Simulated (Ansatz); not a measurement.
# C2H6O2Si: one species, many methods

Aim: compute C2H6O2Si with functionals from several rungs and with coupled cluster. The yardstick is the atomisation energy at the CCSD(T) limit.

Computed with Ansatz 0.2.0, Gaussian basis. Level: functionals in def2-TZVPP, the program's frozen cores in correlated methods.

Levels to be run: LDA (SPW92), PBE-D4, revPBE-D4, BLYP-D4, r2SCAN-D4, B97M-V, PBE0-D4, B3LYP-D4, r2SCANh-D4, r2SCAN0-D4, HSE06-D4, BHLYP-D4, CAM-B3LYP-D4, LC-ωPBE, ωB97X-V, ωB97M-V, B2PLYP, PBE-QIDH; CCSD(T)/def2-SVP; CCSD(T)/def2-TZVPP; MP2/def2-QZVPP; extrapolation to the limit; RPA on PBE.

### Step 1. The relaxed structure

An earlier PBE0-D4 in a triple-zeta def2 set relaxation fixed the geometry.

SMILES `COC(=O)[SiH3]`, 11 atoms, charge 0, spin multiplicity 1.

Atoms are counted from 1 here; the program's logs count them from 0.

Bond lengths: C1–O2 1.429 Å, C1–H6 1.091 Å, C1–H7 1.087 Å, C1–H8 1.091 Å, O2–C3 1.340 Å, C3–O4 1.203 Å, C3–Si5 1.920 Å, Si5–H9 1.482 Å, Si5–H10 1.482 Å, Si5–H11 1.483 Å. Angles: O2–C1–H6 110.5°, O2–C1–H7 105.8°, O2–C1–H8 110.5°, H6–C1–H7 110.6°, H6–C1–H8 108.8°, H7–C1–H8 110.6°, C1–O2–C3 115.5°, O2–C3–O4 123.5°, O2–C3–Si5 113.9°, O4–C3–Si5 122.6°, C3–Si5–H9 111.7°, C3–Si5–H10 106.9°, C3–Si5–H11 106.8°, H9–Si5–H10 110.7°, H9–Si5–H11 110.5°, H10–Si5–H11 110.1°.

As a file:

```
C    -1.4604   -1.2451    0.6758
O    -0.7721   -0.0244    0.3939
C     0.4185   -0.1587   -0.2057
O     0.9000   -1.2221   -0.4971
Si    1.2967    1.5091   -0.5712
H    -1.6540   -1.7954   -0.2457
H    -2.3936   -0.9553    1.1525
H    -0.8670   -1.8724    1.3421
H     0.5197    2.6613   -0.0552
H     2.6291    1.4447    0.0745
H     1.4485    1.6012   -2.0431
```

### Step 2. LDA

This LDA is Slater exchange with PW92 correlation.

Contents of in.yaml:

```yaml
crystal:
  periodic: [false, false, false]
  atoms:
    - {symbol: C, position_ang: [-1.460396, -1.245108, 0.675808]}
    - {symbol: O, position_ang: [-0.772129, -0.024379, 0.393851]}
    - {symbol: C, position_ang: [0.418543, -0.158651, -0.205713]}
    - {symbol: O, position_ang: [0.899965, -1.222088, -0.497122]}
    - {symbol: Si, position_ang: [1.296701, 1.509102, -0.571243]}
    - {symbol: H, position_ang: [-1.653985, -1.795354, -0.245745]}
    - {symbol: H, position_ang: [-2.393630, -0.955250, 1.152537]}
    - {symbol: H, position_ang: [-0.867029, -1.872426, 1.342075]}
    - {symbol: H, position_ang: [0.519729, 2.661313, -0.055233]}
    - {symbol: H, position_ang: [2.629125, 1.444665, 0.074469]}
    - {symbol: H, position_ang: [1.448505, 1.601177, -2.043084]}
basis:
  gaussian: {orbitals: def2-TZVPP}
hamiltonian: {xc: lda}
output: {orbitals: {seedname: orbitals}}
```

Run with:

```sh
$ ansatz run in.yaml --threads 4 --pin off --events-out ev --progress --plain --max-ram 10444MiB
```

The runs that follow: PBE-D4 (GGA); revPBE-D4 (GGA); BLYP-D4 (GGA); r2SCAN-D4 (meta-GGA); B97M-V (meta-GGA); PBE0-D4 (hybrid); B3LYP-D4 (hybrid); r2SCANh-D4 (hybrid); r2SCAN0-D4 (hybrid); HSE06-D4 (hybrid); BHLYP-D4 (hybrid); CAM-B3LYP-D4 (range-separated); LC-ωPBE (range-separated); ωB97X-V (range-separated); ωB97M-V (range-separated); B2PLYP (double hybrid); PBE-QIDH (double hybrid); CCSD(T) in def2-SVP; CCSD(T) in def2-TZVPP; MP2 in def2-QZVPP; RPA on PBE orbitals.

Before running them: what should the planned runs give, taken together? Wanted: atomisation energy, CCSD(T)/CBS; farthest beyond LDA; mean size of error, GGA; mean size of error, meta-GGA; mean size of error, hybrid; mean size of error, range-separated; mean size of error, double hybrid; gap, smallest and largest; T1 diagnostic.

**Answer**, as computed:

| quantity | value |
| --- | --- |
| atomisation energy, CCSD(T)/CBS | 4152.9 kJ/mol |
| functionals within 20.8 kJ/mol (0.5 %) | revPBE-D4, BLYP-D4, r2SCAN-D4, B97M-V, PBE0-D4, B3LYP-D4, r2SCANh-D4, HSE06-D4, LC-ωPBE, ωB97X-V, ωB97M-V |
| farthest beyond LDA | BHLYP-D4 (-153.5 kJ/mol) |
| mean size of error, GGA | 42.2 kJ/mol |
| mean size of error, meta-GGA | 10.0 kJ/mol |
| mean size of error, hybrid | 42.7 kJ/mol |
| mean size of error, range-separated | 16.7 kJ/mol |
| mean size of error, double hybrid | 42.1 kJ/mol |
| gap, smallest and largest | 4.56 eV (LDA (SPW92)), 12.28 eV (LC-ωPBE) |
| T1 diagnostic | 0.0158 |
| triples share of the correlation energy | 4.0 % |

LDA overbinds by 653.1 kJ/mol (16 %). PBE-D4 is off by +101.0 kJ/mol. Double hybrids carry the basis error of their MP2 part in triple zeta, and no dispersion term here, so their miss is partly the set-up's. The rungs meta-GGA, range-separated miss on average by less than the doubt on the reference (20.8 kJ/mol), so they tie. The reference freezes the cores and leaves out relativity and excitations past (T), so misses under about 20.8 kJ/mol can't be ranked. Hartree-Fock recovers 71 % of the binding; the rest is correlation. CCSD(T) in def2-SVP is off by -218.6 kJ/mol, worse than the median functional, from the basis alone. Orbital gaps span 4.6 to 12.3 eV; exact exchange widens them.
